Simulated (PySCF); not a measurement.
# A diatomic session: AsBr−

The task here is to estimate one member of a computed series from the others.

The runs use PySCF 2.14.0; As def2-TZVPPD, Br def2-TZVPPD, no relativity.

The first run:

Settings of the job:

* atoms: As, Br
* charge: -1
* basis: As def2-TZVPPD, Br def2-TZVPPD
* Hamiltonian: no relativity
* basis functions: 111
* electrons treated: 69
* masses in u: 74.9216, 78.9183
* levels: PBE0, PBE, r²SCAN, MN15, TPSSh, M06, r²SCANh, PBEsol, CAM-B3LYP, HF, MP2, SCS-MP2
* grid: 80 radial by 434 angular points
* occupations: held fixed by the projection of orbital angular momentum
* dissociation limit: As + Br−, each in its ground configuration
* starting distance in angstrom: 2.390
* values of 2S to try: 1, 3

Launch:

```sh
> OMP_NUM_THREADS=2 python dia.py task.json out
```

Among the steps run: Input; The PBE0 curve of the state that the search chose; Other states along the same grid; PBE; r²SCAN; MN15; TPSSh (hybrid meta-GGA); M06; r²SCANh; PBEsol (GGA); CAM-B3LYP (range-separated hybrid); UHF (mean field).

One of the session's tables, all rows but one given; the rest of the session is left out.

Energy (eV) from each level's lowest point:

| R (Å) | UHF | UHF-MP2 | UHF-SCS-MP2 | PBE | PBEsol |
| --- | --- | --- | --- | --- | --- |
| 2.104 | 0.976 | 0.744 | 0.816 | 0.844 | 0.735 |
| 2.201 | 0.466 | 0.305 | 0.354 | 0.379 | 0.306 |
| 2.299 | 0.177 | 0.081 | 0.109 | 0.126 | 0.084 |
| 2.373 | 0.061 | 0.010 | 0.024 | 0.033 | 0.013 |
| 2.446 | 0.008 | 0.000 | 0.000 | 0.000 | 0.000 |
| 2.519 | ? | ? | ? | ? | ? |
| 2.617 | 0.039 | 0.124 | 0.095 | 0.074 | 0.115 |
| 2.740 | 0.136 | 0.283 | 0.236 | 0.201 | 0.267 |
| 2.886 | 0.287 | 0.505 | 0.439 | 0.388 | 0.480 |
| 3.082 | 0.502 | 0.807 | 0.721 | 0.651 | 0.773 |

Q: Estimate the row for R (Å) = 2.519 from the others.

Worked estimate for «UHF». A straight line through the neighbours (2.446, 0.008) and (2.617, 0.039) gives 0.008 + (0.039 − 0.008) × (2.519 − 2.446) / (2.617 − 2.446) = 0.021; a parabola fitted to 4 rows on both sides gives 0.005.

**Answer.** UHF: 0.000; UHF-MP2: 0.033; UHF-SCS-MP2: 0.020; PBE: 0.011; PBEsol: 0.030. In «UHF» the line misses by +0.021 and the parabola by +0.005.

Limits of these values: Lowest PBE0 solution found, without spin–orbit coupling: ²Π (doublet), unpaired electrons π ↑. Warnings in the runs' records: inverted.
